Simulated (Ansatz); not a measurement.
# KTeO3, space group Pm-3m: a test of the smearing width

Program: the Python package of Ansatz (0.2.0).

At the Python prompt:
```pycon
>>> import ansatz as az
>>> XC = 'PBEsol'
>>> CUTOFF = 420
>>> xtal = (
...     az.Lattice.cubic(4.114391)
...     .space_group(221)
...     .atom('K', [0.0, 0.0, 0.0])
...     .atom('Te', [0.5, 0.5, 0.5])
...     .atom('O', [0.5, 0.5, 0.0])
... )
>>> base = (
...     xtal.calculation()
...     .scf(lower_state_search='standard')
...     .kpoints(6, center='monkhorst-pack')
...     .functional(XC)
...     .basis(CUTOFF)
... )
>>> rows = []
>>> for value in [0.3, 0.2, 0.1, 0.05]:
...     r = base.occupations('cold', width=value).run().report
...     rows.append((value, r['free_energy_ev'] / len(r['lattice']['sites']), r['n_iterations'], r['n_kpoints']))
...
>>> print('  width (eV)   F/atom (eV)    iterations      k-points')
  width (eV)   F/atom (eV)    iterations      k-points
>>> for row in rows:
...     print(f'{str(row[0]):>12s}  {row[1]:12.5f}  {row[2]:12d}  {row[3]:12d}')
...
         0.3   -2019.77271             6            10
         0.2   -2019.77154             7            10
         0.1   -2019.77000             7            10
        0.05   -2019.76924             8            10
>>> # differences from the last row
>>> for row in rows[:-1]:
...     shift = 1000 * (row[1] - rows[-1][1])
...     print(f'{row[0]}: {shift:+.2f} meV/atom' + ('  (within 2 meV)' if abs(shift) < 2 else ''))
...
0.3: -3.47 meV/atom
0.2: -2.30 meV/atom
0.1: -0.76 meV/atom  (within 2 meV)
```

Going from 0.05 to 0.3 eV changes F by -3.5 meV an atom. This scheme is built to cancel the term in the square of the width, but that needs a smooth density of states and a fine mesh, and here a sizeable shift remains.

The cell holds an odd number of electrons and is run without spin, so a magnetic state may lie lower. For a metal this k-point mesh is coarse: on a finer one energies can move by several to tens of meV an atom and pressures by half a GPa or more, differences at one mesh by less. The narrowest width needs the finest mesh, so the last row is no converged reference. The structure comes from a database of computed cells and needn't be a stable or known phase. It ran for 4.3 s on 1 thread of Arm Neoverse V2, with other jobs on the host, peak memory 0.37 GiB.
